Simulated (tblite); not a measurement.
# C5H4F4O2: the cost of one run

Programs: tblite 0.8.0 and PySCF 2.14.0, with density-fitted response routines of our own. Each step states its level of theory. These are calculated values for one molecule, in the gas phase or a continuum, unless marked as measured. Atoms count from 0, in the outputs and in this text.

### Step 1. Starting geometry

15 atoms, charge 0, multiplicity 1; geometry from: force field or distance geometry start.

Bonds of the start (Å): F0–C1 1.32, C1–C2 1.34, C2–O3 1.39, O3–C4 1.39, C4–C5 1.33, C5–F6 1.37, C5–O7 1.38, O7–C8 1.44, C8–F9 1.37, C8–F10 1.38, C1–H11 1.08, C2–H12 1.08, C4–H13 1.07, C8–H14 1.10.

### Step 2. Geometry optimisation with GFN2-xTB

What the job is given:

```
{"job": {"kind": "relax", "xc": "GFN2-xTB", "basis": "xTB"}, "charge": 0, "multiplicity": 1}
F      1.910400     1.215300    -0.831500
C      2.807500     0.260800    -0.666300
C      2.399300    -0.918900    -0.189100
O      1.029700    -1.011700     0.057900
C      0.400400    -0.082300     0.879100
C     -0.789000     0.414000     0.557300
F     -1.303400     1.336700     1.427100
O     -1.482600     0.046300    -0.579900
C     -2.902100    -0.065800    -0.390200
F     -3.433000    -0.434600    -1.599700
F     -3.354100     1.168400     0.015400
H      3.867100     0.361200    -0.865600
H      3.075500    -1.740300    -0.017800
H      0.905500     0.244800     1.768700
H     -3.135700    -0.785900     0.412600
```

Run with:

```console
> OMP_NUM_THREADS=1 python probes_run.py task.json out
```

This one command runs all jobs of the session in turn.

**Question.** How long does this first job take on 1 thread of Arm Neoverse V1, shared host, and how much memory does it need?

About 1.2 s, with a peak of 0.18 GiB.
